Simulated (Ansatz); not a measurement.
# TaRu: the cost of one run

Program: Ansatz 0.2.0. Level of theory: DFT LDA, scalar-relativistic, plane waves, PAW. These are calculated values, not measurements.

3 further runs of the same task are left out: 3 set aside as unsound or not needed.

### Step 1. The starting structure

Symmetry: Pm-3m, No. 221, cubic system. Conventional cell: a = 3.121 Å, b = 3.121 Å, c = 3.121 Å, α = 90.00°, β = 90.00°, γ = 90.00°. Ta (site symmetry m-3m) has 8 Ru at 2.70 Å as nearest neighbours. Around Ru (site symmetry m-3m) lie 8 Ta at 2.70 Å.

Structure file:

```
CELL_PARAMETERS angstrom
3.12051 0.00000 0.00000
0.00000 3.12051 0.00000
0.00000 0.00000 3.12051
ATOMIC_POSITIONS crystal
Ta 0.50000 0.50000 0.50000
Ru 0.00000 0.00000 0.00000
```

This cell was relaxed beforehand with the same method: volume 15.19 Å³/atom, gap on the mesh none (metal).

### Step 2. The reference run

The input, input.yaml:

```yaml
crystal:
  lattice:
    - [3.1205143655, 0.0, 0.0]
    - [0.0, 3.1205143655, 0.0]
    - [0.0, 0.0, 3.1205143655]
  atoms:
    - { symbol: Ta, position: [0.5, 0.5, 0.5] }
    - { symbol: Ru, position: [0.0, 0.0, 0.0] }
basis:
  ecutwfc: 420
kpoints:
  mp_grid: { grid: [14, 14, 14] }
hamiltonian:
  xc: lda
scf:
  occupations: { method: fermi_dirac, width: 0.15 }
output:
  forces: true
  stress: true
  eigenvalues: true
elastic:
  mode: relaxed_ion
  stencil: two_point
```

This input was run earlier.

### Step 3. Changed: cutoff 800 eV

The input, input.yaml:

```yaml
crystal:
  lattice:
    - [3.1205143655, 0.0, 0.0]
    - [0.0, 3.1205143655, 0.0]
    - [0.0, 0.0, 3.1205143655]
  atoms:
    - { symbol: Ta, position: [0.5, 0.5, 0.5] }
    - { symbol: Ru, position: [0.0, 0.0, 0.0] }
basis:
  ecutwfc: 800
kpoints:
  mp_grid: { grid: [14, 14, 14] }
hamiltonian:
  xc: lda
scf:
  occupations: { method: fermi_dirac, width: 0.15 }
output:
  forces: true
  stress: true
  eigenvalues: true
elastic:
  mode: relaxed_ion
  stencil: two_point
```

Command:

```bash
ansatz run input.yaml --threads 1 --pin off --max-ram 3072MiB --backend cpu --events-out ev --progress --plain --runs-dir out
```

Q: Estimate wall time and peak memory on 1 thread of Intel Xeon Platinum 8259CL at 2.50GHz (Skylake/Cascade Lake), shared host.

About 97 s, with a peak of 0.91 GiB.
